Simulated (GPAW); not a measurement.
NiIr3:

```
Ir Ni
1.0
    -1.88095    1.88095    3.80138
     1.88095   -1.88095    3.80138
     1.88095    1.88095   -3.80138
Ir Ni
3 1
Direct
  0.50000 0.50000 0.00000
  0.25000 0.75000 0.50000
  0.75000 0.25000 0.50000
  0.00000 0.00000 0.00000
```

The cell comes from a database or a generator and needn't be the stable form of this composition.

Base run:

| Property | Result |
| --- | --- |
| Program | GPAW 26.7.0 |
| Functional | LDA |
| Potentials or basis | the program's PAW data sets (release 1.2.1) made for this functional |
| Cutoff | 600 eV |
| Basis | pw |
| k mesh | 7 × 7 × 7 |
| Occupations | fermi-dirac, width 0.05 eV |
| Spin | collinear spin, ferromagnetic start |
| Starting moments | [0.6, 0.6, 0.6, 1.0] μB |

Its results: pressure -12.7 GPa; net moment 0.00 μB per cell.

Problem. The run is repeated on the same cell with these changes: functional from LDA to PBEsol; potentials or basis from the program's PAW data sets (release 1.2.1) made for this functional to PAW data sets generated in the run's folder for this functional. What comes out?

Solution. Pressure -5.6 GPa; net moment 0.00 μB per cell.

Caveats: the stock nickel data set gives pressures a few GPa off other programs.

Not every run made on this cell is shown here.
